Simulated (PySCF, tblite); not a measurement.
**C6H16Si2: geometry, infrared bands and NMR shifts**

Aim: predict the infrared bands and NMR shifts of C6H16Si2 (`CC(C)/C(=C\[SiH3])C[SiH3]`).

Computed with tblite 0.8.0 and PySCF 2.14.0, with density-fitted response routines of our own, on a single molecule in the gas phase. Atoms are numbered from 0 throughout.

## 1. The molecule as given

24 atoms, charge 0, multiplicity 1; geometry from: force field or distance geometry start.

Bonds of the start (Å): C0–C1 1.53, C1–C2 1.54, C1–C3 1.54, C3–C4 1.35, C4–Si5 1.84, C3–C6 1.53, C6–Si7 1.88, C0–H8 1.09, C0–H9 1.10, C0–H10 1.09, C1–H11 1.09, C2–H12 1.08, C2–H13 1.10, C2–H14 1.10, C4–H15 1.09, Si5–H16 1.48, Si5–H17 1.48, Si5–H18 1.48, C6–H19 1.11, C6–H20 1.09, Si7–H21 1.48, Si7–H22 1.48, Si7–H23 1.47.

## 2. Optimising the geometry with GFN2-xTB

The job: settings as JSON, then the geometry in Å.

```
{"job": {"kind": "relax", "xc": "GFN2-xTB", "basis": "xTB"}, "charge": 0, "multiplicity": 1}
C     -0.840800    -0.741000    -1.761900
C     -1.097100    -0.198400    -0.357700
C     -1.943700    -1.185100     0.461300
C      0.197600     0.159600     0.391900
C      0.423400     1.345300     0.999600
Si    -0.607600     2.865600     1.074200
C      1.252300    -0.941700     0.551500
Si     2.724000    -0.897900    -0.614500
H     -0.353000    -1.719600    -1.749700
H     -1.804900    -0.859400    -2.287100
H     -0.236200    -0.047000    -2.345500
H     -1.701300     0.697900    -0.476600
H     -1.487600    -2.164500     0.558900
H     -2.920200    -1.326300    -0.030500
H     -2.144200    -0.792000     1.469800
H      1.352700     1.501300     1.543600
H     -1.924700     2.556100     1.674800
H      0.080200     3.872900     1.918900
H     -0.802300     3.423600    -0.279300
H      1.654900    -0.906100     1.584400
H      0.776300    -1.923500     0.480600
H      3.637900    -2.024700    -0.308000
H      2.283200    -1.036900    -2.018700
H      3.469300     0.361400    -0.472400
```

Run with:

```bash
OMP_NUM_THREADS=1 python probes_run.py task.json out
```

This one command runs all jobs of the session in turn.

**Question.** This job is followed by: GFN2-xTB harmonic vibrations, gas phase; GIAO PBE0/pcSseg-1 NMR shielding, non-relativistic, gas phase. Predict these results of the whole session: strongest single infrared mode (GFN2-xTB); zero-point energy (GFN2-xTB); 13C shifts against TMS (PBE0/pcSseg-1, means over atoms taken as alike); 1H shifts against TMS (PBE0/pcSseg-1, means over atoms taken as alike); 29Si shifts against TMS (PBE0/pcSseg-1).

The runs gave:

| quantity | value |
| --- | --- |
| strongest single infrared mode (GFN2-xTB) | 2205 cm⁻¹, 419 km/mol |
| zero-point energy (GFN2-xTB) | 119.7 kcal/mol |
| 13C shifts against TMS (PBE0/pcSseg-1, means over atoms taken as alike) | 177.6, 114.6, 42.5, 23.4, 18.1 ppm |
| 1H shifts against TMS (PBE0/pcSseg-1, means over atoms taken as alike) | 5.36, 4.17, 3.95, 2.52, 1.87, 1.12 ppm |
| 29Si shifts against TMS (PBE0/pcSseg-1) | -60.7, -91.0 ppm |

In words: Over 69 steps the energy fell by 0.182 eV; of the close pairs, C3–C6 changed most, 1.533 to 1.497 Å. All 66 modes are real, so the xTB geometry is a minimum. The strongest single mode, at 2205 cm⁻¹, moves mainly H18 and H16. GFN2-xTB is a fitted tight-binding method: band positions and strengths are rough. Its intensities can rank the bands wrongly. H15 (hydrogen on an alkene CH) lies farthest downfield among hydrogen, at 5.36 ppm; a vinylic proton, deshielded by the sp2 carbon and the C=C anisotropy. At PBE0/pcSseg-1: The largest span, 272 ppm, is at C3, where the paramagnetic term is -254 ppm.
